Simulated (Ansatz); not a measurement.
**CH₆NO₃Ta: how energies converge with the basis set**

One table from this session's results is given with a row withheld; the runs are named, their logs left out.

Computed with Ansatz 0.2.0, Gaussian basis. Level: one geometry, several basis sets.

Levels to be run: PBE0-D4/def2-SVP; ωB97M-V/def2-SVP; PBE0-D4/def2-QZVPP; ωB97M-V/def2-QZVPP; the functionals' def2-TZVPP values are taken from earlier runs.

**The geometry**

All runs share one geometry, relaxed beforehand with PBE0-D4 in a triple-zeta def2 set. Ta takes the def2 core potential; no spin-orbit term is included.

SMILES `C[N]=[Ta]([OH])([OH])[OH]`, 12 atoms, charge 0, spin multiplicity 1.

Atoms are counted from 1 here; the program's logs count them from 0.

Bond lengths: C1–N2 1.417 Å, C1–H7 1.096 Å, C1–H8 1.096 Å, C1–H9 1.096 Å, N2–Ta3 1.768 Å, Ta3–O4 1.918 Å, Ta3–O5 1.918 Å, Ta3–O6 1.918 Å, O4–H10 0.956 Å, O5–H11 0.956 Å, O6–H12 0.956 Å. Angles: N2–C1–H7 111.4°, N2–C1–H8 111.4°, N2–C1–H9 111.4°, H7–C1–H8 107.5°, H7–C1–H9 107.5°, H8–C1–H9 107.5°, C1–N2–Ta3 180.0°, N2–Ta3–O4 109.2°, N2–Ta3–O5 109.2°, N2–Ta3–O6 109.2°, O4–Ta3–O5 109.7°, O4–Ta3–O6 109.7°, O5–Ta3–O6 109.7°, Ta3–O4–H10 130.1°, Ta3–O5–H11 130.0°, Ta3–O6–H12 130.0°.

The first run:

Input file in.yaml:

```yaml
crystal:
  periodic: [false, false, false]
  atoms:
    - {symbol: C, position_ang: [-0.324778, -1.963672, 0.581530]}
    - {symbol: N, position_ang: [-0.097787, -0.622010, 0.185181]}
    - {symbol: Ta, position_ang: [0.185112, 1.051942, -0.309293]}
    - {symbol: O, position_ang: [1.929053, 1.191736, -1.094693]}
    - {symbol: O, position_ang: [-1.145668, 1.564252, -1.591587]}
    - {symbol: O, position_ang: [0.074502, 2.191388, 1.229260]}
    - {symbol: H, position_ang: [0.542672, -2.597886, 0.363427]}
    - {symbol: H, position_ang: [-1.187122, -2.395000, 0.059428]}
    - {symbol: H, position_ang: [-0.522313, -2.035335, 1.657687]}
    - {symbol: H, position_ang: [2.596271, 0.521595, -1.234737]}
    - {symbol: H, position_ang: [-1.873511, 1.063109, -1.956260]}
    - {symbol: H, position_ang: [-0.099434, 1.974678, 2.143955]}
basis:
  gaussian: {orbitals: def2-SVP}
hamiltonian: {xc: pbe0, dispersion: d4}
output: {orbitals: {seedname: orbitals}}
```

Run with:

```console
> ansatz run in.yaml --threads 4 --pin off --events-out ev --progress --plain --max-ram 11315MiB
```

Among the steps run: PBE0-D4 in def2-SVP; ωB97M-V in def2-SVP; PBE0-D4 in def2-QZVPP; ωB97M-V in def2-QZVPP.

One table of the session follows, with a row left open; its other results are not shown here.

It belongs to the step «Functionals by basis». 

```
functional       basis  HOMO (eV)  LUMO (eV)
   PBE0-D4    def2-SVP      -7.10       0.11
   PBE0-D4  def2-TZVPP      -7.11      -0.04
   PBE0-D4  def2-QZVPP      -7.14      -0.34
   ωB97M-V    def2-SVP      -9.35       1.43
   ωB97M-V  def2-TZVPP          ?          ?
   ωB97M-V  def2-QZVPP      -9.41       0.59
```

Q: Estimate the row for ωB97M-V, def2-TZVPP from the others.

**Answer.** HOMO (eV): -9.37; LUMO (eV): 1.20. In the column «HOMO (eV)» it lies between ωB97M-V, def2-QZVPP (-9.41) and ωB97M-V, def2-SVP (-9.35).
